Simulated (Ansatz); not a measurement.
# CH5O2PSi: the cost of one run

Program: Ansatz 0.2.0. Level of theory: RKS B3LYP/def2-SVP. These are calculated values, not measurements.

**1. Starting point**

Bond lengths: O1–Si2 1.616 Å, Si2–P3 2.136 Å, Si2–C4 1.793 Å, Si2–O5 1.665 Å, C4–O5 1.360 Å, O1–H6 1.031 Å, P3–H7 1.440 Å, P3–H8 1.422 Å, C4–H9 1.151 Å, C4–H10 1.040 Å. Angles (14 of 17 angles, heavy atoms first): O1–Si2–P3 112.7°, O1–Si2–C4 125.5°, O1–Si2–O5 108.8°, P3–Si2–C4 120.0°, P3–Si2–O5 104.4°, C4–Si2–O5 46.1°, Si2–C4–O5 62.0°, Si2–O5–C4 71.9°, Si2–O1–H6 113.5°, Si2–P3–H7 99.6°, Si2–P3–H8 100.5°, Si2–C4–H9 112.4°, Si2–C4–H10 120.0°, O5–C4–H9 115.4°.

Coordinates:

```xyz
10

O    -0.9586    0.1853    1.8332
Si   -0.2942   -0.3149    0.4479
P     1.7362   -0.9341    0.6834
C    -0.9538   -0.0104   -1.1914
O    -0.2161    0.9715   -0.6064
H    -1.0054    1.2112    1.9188
H     2.3707    0.3557    0.7756
H     2.1182   -1.0957   -0.6768
H    -2.0927    0.1551   -1.1821
H    -0.6212   -0.5749   -1.9993
```

**2. End point A**

Input file input.yaml:

```yaml
crystal:
  periodic: [false, false, false]
  atoms:
    - { symbol: O, position_ang: [-0.9586, 0.1853, 1.8332] }
    - { symbol: Si, position_ang: [-0.2942, -0.3149, 0.4479] }
    - { symbol: P, position_ang: [1.7362, -0.9341, 0.6834] }
    - { symbol: C, position_ang: [-0.9538, -0.0104, -1.1914] }
    - { symbol: O, position_ang: [-0.2161, 0.9715, -0.6064] }
    - { symbol: H, position_ang: [-1.0054, 1.2112, 1.9188] }
    - { symbol: H, position_ang: [2.3707, 0.3557, 0.7756] }
    - { symbol: H, position_ang: [2.1182, -1.0957, -0.6768] }
    - { symbol: H, position_ang: [-2.0927, 0.1551, -1.1821] }
    - { symbol: H, position_ang: [-0.6212, -0.5749, -1.9993] }
basis:
  gaussian: { orbitals: def2-SVP }
hamiltonian:
  xc: b3lyp
relax:
  f_tol: 0.015
  max_steps: 40
```

The run is started by

```bash
ansatz run input.yaml --threads 2 --pin off --max-ram 3072MiB --backend cpu --events-out ev --progress --plain --runs-dir out
```

**Question.** How long does this run take on 2 threads of AMD EPYC 7B13 (Zen 3), shared host, and how much memory does it need?

About 27 s, with a peak of 0.24 GiB.
